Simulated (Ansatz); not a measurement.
**CH5AlBF: basis-set convergence**

An exercise on one series of results from a longer session: the logs are not shown, and one member is left open.

Program: Ansatz 0.2.0, Gaussian basis. Level of theory: one geometry, several basis sets. These are calculated values, not measurements.

Levels to be run: PBE0-D4/def2-SVP; ωB97M-V/def2-SVP; PBE0-D4/def2-QZVPP; ωB97M-V/def2-QZVPP; the functionals' def2-TZVPP values are taken from earlier runs.

**The geometry**

An earlier PBE0-D4 in a triple-zeta def2 set relaxation fixed the geometry.

SMILES `FC[BH][AlH2]`, 9 atoms, charge 0, spin multiplicity 1.

Atoms are counted from 1 here; the program's logs count them from 0.

Bond lengths: F1–C2 1.475 Å, C2–B3 1.552 Å, C2–H5 1.094 Å, C2–H6 1.094 Å, B3–Al4 2.127 Å, B3–H7 1.193 Å, Al4–H8 1.592 Å, Al4–H9 1.592 Å. Angles: F1–C2–B3 105.5°, F1–C2–H5 104.7°, F1–C2–H6 104.7°, B3–C2–H5 115.9°, B3–C2–H6 115.9°, H5–C2–H6 108.9°, C2–B3–Al4 91.9°, C2–B3–H7 120.1°, Al4–B3–H7 148.0°, B3–Al4–H8 119.8°, B3–Al4–H9 119.9°, H8–Al4–H9 119.9°.

The first run:

The input, in.yaml:

```yaml
crystal:
  periodic: [false, false, false]
  atoms:
    - {symbol: F, position_ang: [-1.055357, 0.826781, -0.082438]}
    - {symbol: C, position_ang: [0.339151, 0.986663, -0.535970]}
    - {symbol: B, position_ang: [1.057456, -0.331150, -0.142044]}
    - {symbol: Al, position_ang: [-0.723074, -1.131871, 0.702986]}
    - {symbol: H, position_ang: [0.260444, 1.184960, -1.608843]}
    - {symbol: H, position_ang: [0.691841, 1.891697, -0.032884]}
    - {symbol: H, position_ang: [2.214299, -0.480325, -0.391119]}
    - {symbol: H, position_ang: [-1.681499, -2.042065, -0.184361]}
    - {symbol: H, position_ang: [-1.014661, -0.950988, 2.257574]}
basis:
  gaussian: {orbitals: def2-SVP}
hamiltonian: {xc: pbe0, dispersion: d4}
output: {orbitals: {seedname: orbitals}}
```

Command:

```sh
ansatz run in.yaml --threads 2 --pin off --events-out ev --progress --plain --max-ram 4352MiB
```

Steps of the session up to this table: PBE0-D4 in def2-SVP; ωB97M-V in def2-SVP; PBE0-D4 in def2-QZVPP; ωB97M-V in def2-QZVPP.

One of the session's tables, all rows but one given; the rest of the session is left out.

It belongs to the step «Functionals by basis». 

```
functional       basis  HOMO (eV)  LUMO (eV)
   PBE0-D4    def2-SVP          ?          ?
   PBE0-D4  def2-TZVPP      -7.03      -2.11
   PBE0-D4  def2-QZVPP      -7.03      -2.12
   ωB97M-V    def2-SVP      -9.11       0.01
   ωB97M-V  def2-TZVPP      -9.16      -0.12
   ωB97M-V  def2-QZVPP      -9.16      -0.16
```

Estimate the missing values for PBE0-D4, def2-SVP.

As computed: HOMO (eV): -7.01; LUMO (eV): -2.07. In the column «HOMO (eV)» it is the highest.
